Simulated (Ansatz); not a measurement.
# Sc (bcc type): how the settings move a single-point run

Aim: see which settings change the result for Sc (bcc type), by how much, and at what cost.

Method: reference: DFT, LDA, all-electron LAPW, scalar-relativistic, in Ansatz 0.2.0.

1 further run of the same task is left out (it didn't finish). Runs told in other sessions of the task aren't counted.

**1. Starting point**

It takes space group Im-3m (No. 229, cubic). Conventional cell: a = 3.469 Å, b = 3.469 Å, c = 3.469 Å, α = 90.00°, β = 90.00°, γ = 90.00°. Sc (site symmetry m-3m) is surrounded by 8 Sc at 3.00 Å.

As a file:

```xyz
1
Lattice="-1.7345 1.7345 1.7345 1.7345 -1.7345 1.7345 1.7345 1.7345 -1.7345" Properties=species:S:1:pos:R:3 pbc="T T T"
Sc    0.0000    0.0000    0.0000
```

**2. The reference run**

input.yaml reads:

```yaml
crystal:
  lattice:
    - [-1.7344576391, 1.7344576391, 1.7344576391]
    - [1.7344576391, -1.7344576391, 1.7344576391]
    - [1.7344576391, 1.7344576391, -1.7344576391]
  atoms:
    - { symbol: Sc, position: [0.0, 0.0, 0.0] }
kpoints:
  mp_grid: { grid: [17, 17, 17] }
  band_path:
    path:
      - [0.0, 0.0, 0.0]
      - [0.5, -0.5, 0.5]
      - [0.0, 0.0, 0.5]
      - [0.0, 0.0, 0.0]
      - [0.25, 0.25, 0.25]
      - [0.5, -0.5, 0.5]
      - [0.25, 0.25, 0.25]
      - [0.0, 0.0, 0.5]
    npoints: 8
scf:
  occupations: { method: fermi_dirac, width: 0.05 }
hamiltonian:
  xc: lda
  pseudopotentials: { kind: all_electron, lapw: { basis_error: 0.001 } }
output:
  forces: true
  stress: true
  eigenvalues: true
  populations: true
  dos: { projected: true, de: 0.2, e_range: [-14, 8] }
```

Command:

```bash
$ ansatz run input.yaml --threads 1 --pin off --max-ram 2048MiB --backend cpu --events-out ev --progress --plain --runs-dir out
```

**3. Changing settings: lower_state_search off, accuracy medium**

input.yaml: that of step 2 with these lines changed.

```diff
@@ -22,2 +22,3 @@
   occupations: { method: fermi_dirac, width: 0.05 }
+  lower_state_search: "off"
 hamiltonian:
@@ -30,2 +31,2 @@
   populations: true
-  dos: { projected: true, de: 0.2, e_range: [-14, 8] }
+accuracy: medium
```

Q: Predict the outcome of this session. Wanted: for each run, ending; energy change; pressure; gap; force.

The runs gave:

| run | ending | energy change | pressure (GPa) | gap (eV) | force (eV/Å) | cycles | time |
| --- | --- | --- | --- | --- | --- | --- | --- |
| reference | converged | 0 | 5.6 | 0.00 | 0.00 | 5 | 8 s |
| 1: lower_state_search off, accuracy medium | converged | 0.0 meV/atom | 5.6 | 0.00 | 0.00 | 5 | 8 s |

Times don't compare one to one where runs were asked for different outputs or read a saved state (see the inputs); cycles may leave out searches for a lower state.

Residual by cycle in the longest SCF loop of each run; runs are numbered as in the table. The quantity is the density residual dr2, in eV.

```csv
cycle,reference,run 1
1,0.0387,0.0387
2,0.00345,0.00345
3,9.0e-4,9.0e-4
4,5.6e-7,5.6e-7
5,6.9e-9,6.9e-9
```

What this shows: The changed input (search for lower states) leaves the energy the same to the digits printed.
